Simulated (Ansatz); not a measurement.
**TlBi3: a single-point run**

Wanted: a converged single-point run for TlBi3, and a check of what comes out. The structure is shown as the input types it.

Program: Ansatz 0.2.0. Level of theory: DFT, r2SCAN, all-electron PAW with datasets made for the crystal, scalar-relativistic. These are calculated values, not measurements.

## 1. The structure to begin with

The structure is cubic, space group Pm-3m (No. 221). The conventional cell has a = 5.035 Å, b = 5.035 Å, c = 5.035 Å, α = 90.00°, β = 90.00°, γ = 90.00°. Around Tl (site symmetry m-3m) lie 12 Bi at 3.56 Å. Bi (site symmetry 4/mmm) has 4 Tl at 3.56 Å and 8 Bi at 3.56 Å as nearest neighbours.

Structure file:

```cif
data_structure
_symmetry_space_group_name_H-M 'P 1'
_symmetry_Int_Tables_number 1
_cell_length_a 5.0351
_cell_length_b 5.0351
_cell_length_c 5.0351
_cell_angle_alpha 90.000
_cell_angle_beta 90.000
_cell_angle_gamma 90.000
_cell_volume 127.65
loop_
_atom_site_label
_atom_site_type_symbol
_atom_site_fract_x
_atom_site_fract_y
_atom_site_fract_z
_atom_site_occupancy
Tl1 Tl 0.00000 0.00000 0.00000 1
Bi1 Bi 0.00000 0.50000 0.50000 1
Bi2 Bi 0.50000 0.00000 0.50000 1
Bi3 Bi 0.50000 0.50000 0.00000 1
```

## 2. The calculation

Contents of input.yaml:

```yaml
crystal:
  lattice:
    - [5.035145, 0.0, 0.0]
    - [0.0, 5.035145, 0.0]
    - [0.0, 0.0, 5.035145]
  atoms:
    - { symbol: Tl, position: [0.0, 0.0, 0.0] }
    - { symbol: Bi, position: [0.0, 0.5, 0.5] }
    - { symbol: Bi, position: [0.5, 0.0, 0.5] }
    - { symbol: Bi, position: [0.5, 0.5, 0.0] }
kpoints:
  mp_grid: { grid: [8, 8, 8] }
  band_path:
    path:
      - [0.0, 0.0, 0.0]
      - [0.0, 0.5, 0.0]
      - [0.5, 0.5, 0.0]
      - [0.0, 0.0, 0.0]
      - [0.5, 0.5, 0.5]
      - [0.0, 0.5, 0.0]
      - [0.5, 0.5, 0.5]
      - [0.5, 0.5, 0.0]
    npoints: 8
scf:
  occupations: { method: fermi_dirac, width: 0.08 }
  max_iter: 100
hamiltonian:
  xc: r2scan
  pseudopotentials: { kind: all_electron, datasets: crystal }
output:
  forces: true
  stress: true
  eigenvalues: true
  efg: { contact_densities: true }
magnetization:
  spin_polarized: [1, 2]
```

Started as:

```console
ansatz run input.yaml --threads 1 --pin off --max-ram 4096MiB --backend cpu --events-out ev --progress --plain --runs-dir out
```

**Question.** How will this run end, and is anything wrong with its input?

The program refused the input before any cycle. The line that matters: «line 36 column 19: expected string scalar»

Look at the input: magnetization.spin_polarized is [1, 2]. The parser can't turn the typed value into what the key holds.

What to do: delete magnetization.spin_polarized (the default then holds).
